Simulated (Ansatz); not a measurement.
**AgHS (SMILES [SH][Ag]): a rigid scan of the angle Ag2–S1–H3**

An exercise on one series of results from a longer session: the logs are not shown, and one member is left open.

The runs use Ansatz 0.2.0, Gaussian basis; single points in def2-TZVPP.

Levels: PBE-D4, r2SCAN-D4, PBE0-D4, B3LYP-D4, wB97M-V, Hartree-Fock, MP2, CCSD, CCSD(T). The scan takes 69.8, 75.8, 81.8, 87.8, 93.8, 99.8, 105.8, 111.8, 117.8°.

Cores are frozen in the correlated methods. Filled d shells of the heavier atoms are correlated. Core potentials replace the inner electrons past krypton, and spin-orbit coupling is left out. B3LYP uses VWN-RPA correlation.

19 further runs of the same task are left out: 19 set aside as unsound or not needed.

## Where the work starts

The minimum, relaxed at PBE0-D4: 3 atoms, charge 0, spin multiplicity 1.

Atoms are counted from 1 here; the program's logs count them from 0.

Bond lengths: S1–Ag2 2.313 Å, S1–H3 1.345 Å. Angles: Ag2–S1–H3 93.8°.

Geometry (Å):

```
S    -0.47241   -0.66661   -0.34216
Ag    1.42528    0.02208    0.78683
H    -0.96376    0.57963   -0.45787
```

Energies of the minimum (eV), from earlier single points: PBE-D4 -14848.08952, r2SCAN-D4 -14852.90154, PBE0-D4 -14848.41564, B3LYP-D4 -14854.41523, wB97M-V -14849.81433, CCSD(T) -14833.63318.

At the minimum the angle Ag2–S1–H3 is 93.8°.

Set-up of the first run:

Contents of ccsdt-tzvpp/in.yaml:

```yaml
crystal:
  periodic: [false, false, false]
  atoms:
    - {symbol: S, position_ang: [-0.472412, -0.666607, -0.342156]}
    - {symbol: Ag, position_ang: [0.968215, 0.854171, 0.638628]}
    - {symbol: H, position_ang: [-0.963763, 0.579629, -0.457871]}
basis:
  gaussian: {orbitals: def2-TZVPP}
correlation: {method: ccsd_t}
```

No record of the launch command was kept for these runs.

Among the steps run: Ag2–S1–H3 = 69.8°; Ag2–S1–H3 = 75.8°; Ag2–S1–H3 = 81.8°; Ag2–S1–H3 = 87.8°; Ag2–S1–H3 = 93.8°; Ag2–S1–H3 = 99.8°; Ag2–S1–H3 = 105.8°; Ag2–S1–H3 = 111.8°; Ag2–S1–H3 = 117.8°.

One of the session's tables, all rows but one given; the rest of the session is left out.

It belongs to the step «The curves». Energies less that of the minimum at the same level (kcal/mol):

| angle (°) | PBE-D4 | PBE0-D4 | B3LYP-D4 | wB97M-V | Hartree-Fock |
| --- | --- | --- | --- | --- | --- |
| 69.8 | 4.7 | 5.0 | 5.3 | 5.0 | 6.4 |
| 75.8 | 2.6 | 2.8 | 3.0 | 2.8 | 3.8 |
| 81.8 | ? | ? | ? | ? | ? |
| 87.8 | 0.2 | 0.3 | 0.4 | 0.3 | 0.6 |
| 93.8 (minimum) | 0.0 | 0.0 | 0.0 | 0.0 | 0.0 |
| 93.8 | 0.0 | 0.0 | 0.0 | 0.0 | 0.0 |
| 99.8 | 0.3 | 0.3 | 0.3 | 0.3 | -0.1 |
| 105.8 | 1.3 | 1.2 | 1.1 | 1.1 | 0.4 |
| 111.8 | 2.7 | 2.6 | 2.5 | 2.5 | 1.4 |
| 117.8 | 4.7 | 4.5 | 4.4 | 4.3 | 2.9 |

Estimate the missing values for angle (°) = 81.8.

Worked estimate for «PBE-D4». A straight line through the neighbours (75.8, 2.6) and (87.8, 0.2) gives 2.6 + (0.2 − 2.6) × (81.8 − 75.8) / (87.8 − 75.8) = 1.4; a parabola fitted to 4 rows on both sides gives 1.1.

The run gave: PBE-D4: 1.1; PBE0-D4: 1.2; B3LYP-D4: 1.4; wB97M-V: 1.3; Hartree-Fock: 1.9. In «PBE-D4» the line misses by +0.3 and the parabola by 0.0.

Caveats from the session: A polynomial through the near points puts the CCSD(T) minimum 0.5° below the PBE0-D4 value.
